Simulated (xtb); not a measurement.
# AlSiN2H5O (SMILES [NH2][Al]1[NH][SiH]1O): GFN2-xTB

Wanted: a geometry optimisation of AlSiN2H5O. 

The results are computed with xtb 6.7.1.

8 further runs of the same task are left out: 3 that didn't finish, 5 set aside as unsound or not needed.

## (1) The structure to begin with

AlSiN2H5O has 10 atoms, charge 0, and is taken as a singlet. SMILES: `[NH2][Al]1[NH][SiH]1O`. The shape comes from a force field and isn't a relaxed structure. This is one conformer, not always the lowest. The run starts from this shape.

Bond lengths: N1–Al2 1.903 Å, Al2–N3 1.912 Å, Al2–Si4 2.295 Å, N3–Si4 1.730 Å, Si4–O5 1.685 Å, N1–H6 1.114 Å, N1–H7 1.020 Å, N3–H8 1.005 Å, Si4–H9 1.504 Å, O5–H10 0.990 Å. Some angles: N1–Al2–N3 150.1°, N1–Al2–Si4 150.1°, N3–Al2–Si4 47.5°, Al2–N3–Si4 77.9°, Al2–Si4–N3 54.6°, Al2–Si4–O5 118.0°, N3–Si4–O5 114.3°, Al2–N1–H6 105.1°, Al2–N1–H7 110.2°, Al2–N3–H8 107.2°.

## (2) A structure relaxation at GFN2-xTB

File .CHRG:

```
0
```

File .UHF:

```
0
```

File mol.xyz:

```xyz
10
start
N      0.454800     1.082400     2.390800
Al     0.018000    -0.135900     0.995100
N      0.551700    -1.460400    -0.276600
Si    -0.594700    -0.532200    -1.180600
O      0.087500     0.431900    -2.382100
H      0.211000     2.090600     1.984100
H      1.461200     1.078500     2.559800
H      0.183000    -2.340500     0.038700
H     -1.723500    -1.428900    -1.610800
H     -0.565900     1.163400    -2.515400
```

On the command line:

```console
$ xtb mol.xyz --json --opt --gfn2 > run.log 2> xtb.err
```

**Question.** What will come out? Wanted: total energy at the end; dipole moment; HOMO energy; LUMO energy; HOMO–LUMO gap; dispersion energy; mean polarisability.

**Answer.** As computed:

At GFN2-xTB:

| quantity | value |
| --- | --- |
| total energy at the end | -15.30105 Eh |
| dipole moment | 0.33 D |
| HOMO energy | -8.60 eV |
| LUMO energy | -6.39 eV |
| HOMO–LUMO gap | 2.21 eV |
| dispersion energy | -13.49 kJ/mol |
| mean polarisability (D4 model) | 74.4 bohr³ |

What this shows: At the final geometry: Bond lengths: N1–Al2 1.790 Å, Al2–N3 1.825 Å, Al2–Si4 2.362 Å, N3–Si4 1.806 Å, Si4–O5 1.638 Å, N1–H6 1.015 Å, N1–H7 1.017 Å, N3–H8 1.018 Å, Si4–H9 1.487 Å, O5–H10 0.955 Å. Some angles: N1–Al2–N3 148.3°, N1–Al2–Si4 161.4°, N3–Al2–Si4 49.1°, Al2–N3–Si4 81.2°, Al2–Si4–N3 49.8°, Al2–Si4–O5 117.9°, N3–Si4–O5 116.1°, Al2–N1–H6 128.4°, Al2–N1–H7 123.6°, Al2–N3–H8 156.0°. The optimisation took 56 steps and changed the energy by -1.516 eV. Mulliken charges run from -0.51 on O5 to +0.50 on Si4.
